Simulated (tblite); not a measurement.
# H9NO3Si3: the cost of one run

The runs use tblite 0.8.0 and PySCF 2.14.0, with density-fitted response routines of our own; the level of theory stands in each step. All values are computed, except where a source is named. Atoms are numbered from 0 throughout.

## (1) The molecule as given

16 atoms, charge 0, multiplicity 1; geometry from: force field or distance geometry start.

Bonds of the start (Å): N0–Si1 1.79, Si1–O2 1.71, Si1–O3 1.71, O3–Si4 1.72, Si1–O5 1.70, O5–Si6 1.72, N0–H7 1.05, N0–H8 1.03, O2–H9 0.99, Si4–H10 1.45, Si4–H11 1.47, Si4–H12 1.48, Si6–H13 1.46, Si6–H14 1.47, Si6–H15 1.47.

## (2) Optimising the geometry with GFN2-xTB

Job settings and geometry (Å):

```
{"job": {"kind": "relax", "xc": "GFN2-xTB", "basis": "xTB"}, "charge": 0, "multiplicity": 1}
N     -0.471600    -1.462800     0.227200
Si     0.001100     0.222000     0.616500
O      0.357300     1.031900    -0.847300
O      1.409900     0.295400     1.582700
Si     2.703000    -0.075200     0.510300
O     -1.358600     0.970000     1.322600
Si    -2.687900     0.520600     0.323300
H     -0.806700    -1.981800     1.078200
H      0.323600    -1.913300    -0.250800
H      0.655800     1.948900    -0.602500
H      3.997800    -0.126300     1.169100
H      2.657000     0.884800    -0.608400
H      2.332100    -1.378600    -0.077400
H     -3.251900     1.665000    -0.381200
H     -2.211500    -0.403900    -0.718800
H     -3.657100    -0.187800     1.180000
```

Started as:

```sh
> OMP_NUM_THREADS=1 python probes_run.py task.json out
```

One launch serves the whole session: the jobs run in the order shown.

**Question.** How long does this first job take on 1 thread of Arm Neoverse V2, shared host, and how much memory does it need?

About 1.9 s, with a peak of 0.18 GiB.
